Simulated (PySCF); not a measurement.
# CH7PSSi: the cost of one run

The runs use PySCF 2.14.0, with density-fitted response routines of our own; the level of theory stands in each step. All values are computed, except where a source is named. Atoms count from 0, in the outputs and in this text.

## 1. The molecule as given

11 atoms, charge 0, multiplicity 1; geometry from: PBE0-D3(BJ)/def2-SVP.

Bonds of the start (Å): C0–S1 1.82, S1–Si2 2.14, Si2–P3 2.26, C0–H4 1.10, C0–H5 1.10, C0–H6 1.10, Si2–H7 1.50, Si2–H8 1.50, P3–H9 1.43, P3–H10 1.43.

## 2. TDDFT and polarisability: LDA/def2-SVPD

The job: settings as JSON, then the geometry in Å.

```
{"job": {"kind": "uv", "xc": "LDA", "basis": "def2-SVPD", "ip": true}, "charge": 0, "multiplicity": 1}
C     -2.335119     0.028894    -0.071717
S     -0.874531     0.811920     0.685970
Si     0.685274    -0.189043    -0.383373
P      2.606795     0.721952     0.387910
H     -2.369453     0.208052    -1.155846
H     -2.361176    -1.051019     0.130510
H     -3.215609     0.495894     0.389952
H      0.709131    -1.655517    -0.084586
H      0.483102    -0.029479    -1.858944
H      3.387209     0.107305    -0.641054
H      2.426164     1.932015    -0.350353
```

Method: TDDFT LDA/def2-SVPD, vertical, gas phase, core orbitals frozen in the response.

Launch:

```console
$ OMP_NUM_THREADS=1 python probes_run.py task.json out
```

This one command runs all jobs of the session in turn.

**Question.** How long does this first job take on 1 thread of Arm Neoverse N1, shared host, and how much memory does it need?

About 46 s, with a peak of 0.43 GiB.
